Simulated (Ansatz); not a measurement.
**BH₆NOSi: basis-set convergence**

One table from this session's results is given with a row withheld; the runs are named, their logs left out.

The runs use Ansatz 0.2.0, Gaussian basis; one geometry, several basis sets.

Levels to be run: PBE0-D4/def2-SVP; ωB97M-V/def2-SVP; PBE0-D4/def2-QZVPP; ωB97M-V/def2-QZVPP; the functionals' def2-TZVPP values are taken from earlier runs.

### Structure used throughout

An earlier PBE0-D4 in a triple-zeta def2 set relaxation fixed the geometry.

10 atoms, charge 0, spin multiplicity 1.

Atoms are counted from 1 here; the program's logs count them from 0.

Bond lengths: B1–Si2 1.941 Å, B1–N3 1.640 Å, B1–H5 1.198 Å, B1–H6 1.197 Å, Si2–N3 1.867 Å, Si2–O4 1.648 Å, Si2–H7 1.491 Å, N3–H8 1.010 Å, N3–H9 1.011 Å, O4–H10 0.959 Å. Angles: Si2–B1–N3 62.2°, Si2–B1–H5 117.0°, Si2–B1–H6 118.4°, N3–B1–H5 112.2°, N3–B1–H6 112.2°, H5–B1–H6 120.1°, B1–Si2–N3 51.0°, B1–Si2–O4 124.1°, B1–Si2–H7 126.2°, N3–Si2–O4 109.9°, N3–Si2–H7 104.7°, O4–Si2–H7 108.8°, B1–N3–Si2 66.8°, B1–N3–H8 117.7°, B1–N3–H9 115.1°, Si2–N3–H8 122.1°, Si2–N3–H9 118.1°, H8–N3–H9 110.6° and more.

Geometry (Å):

```mol
BH6NOSi
  3D, bonds by distance, orders not assigned

 10 10  0  0  0  0  0  0  0  0999 V2000
   -1.3354    0.0955    0.2337 B   0  0
    0.2784    0.3425   -0.8154 Si  0  0
    0.0015   -0.7431    0.6785 N   0  0
    1.4332    1.4693   -0.4825 O   0  0
   -2.1821   -0.6141   -0.2298 H   0  0
   -1.6287    0.9365    1.0335 H   0  0
    0.7965   -0.5829   -1.8634 H   0  0
   -0.0319   -1.7502    0.6105 H   0  0
    0.4145   -0.4588    1.5561 H   0  0
    2.3372    1.2540   -0.7181 H   0  0
  1  2  8  0
  1  3  8  0
  1  5  8  0
  1  6  8  0
  2  3  8  0
  2  4  8  0
  2  7  8  0
  3  8  8  0
  3  9  8  0
  4 10  8  0
M  END
```

The first run:

The input, in.yaml:

```yaml
crystal:
  periodic: [false, false, false]
  atoms:
    - {symbol: B, position_ang: [-1.335424, 0.095455, 0.233719]}
    - {symbol: Si, position_ang: [0.278367, 0.342465, -0.815390]}
    - {symbol: N, position_ang: [0.001519, -0.743095, 0.678463]}
    - {symbol: O, position_ang: [1.433220, 1.469350, -0.482494]}
    - {symbol: H, position_ang: [-2.182128, -0.614088, -0.229823]}
    - {symbol: H, position_ang: [-1.628680, 0.936535, 1.033514]}
    - {symbol: H, position_ang: [0.796517, -0.582934, -1.863355]}
    - {symbol: H, position_ang: [-0.031928, -1.750201, 0.610538]}
    - {symbol: H, position_ang: [0.414517, -0.458827, 1.556060]}
    - {symbol: H, position_ang: [2.337220, 1.254040, -0.718131]}
basis:
  gaussian: {orbitals: def2-SVP}
hamiltonian: {xc: pbe0, dispersion: d4}
output: {orbitals: {seedname: orbitals}}
```

Started as:

```console
ansatz run in.yaml --threads 2 --pin off --events-out ev --progress --plain --max-ram 4352MiB
```

Steps of the session up to this table: PBE0-D4 in def2-SVP; ωB97M-V in def2-SVP; PBE0-D4 in def2-QZVPP; ωB97M-V in def2-QZVPP.

One of the session's tables, all rows but one given; the rest of the session is left out.

| functional | basis | HOMO (eV) | LUMO (eV) |
| --- | --- | --- | --- |
| PBE0-D4 | def2-SVP | -6.55 | 0.57 |
| PBE0-D4 | def2-TZVPP | -6.64 | 0.13 |
| PBE0-D4 | def2-QZVPP | ? | ? |
| ωB97M-V | def2-SVP | -8.65 | 2.47 |
| ωB97M-V | def2-TZVPP | -8.77 | 1.77 |
| ωB97M-V | def2-QZVPP | -8.79 | 1.28 |

Estimate the missing values for PBE0-D4, def2-QZVPP.

**Answer.** HOMO (eV): -6.66; LUMO (eV): -0.04. In the column «HOMO (eV)» it lies between ωB97M-V, def2-SVP (-8.65) and PBE0-D4, def2-TZVPP (-6.64).
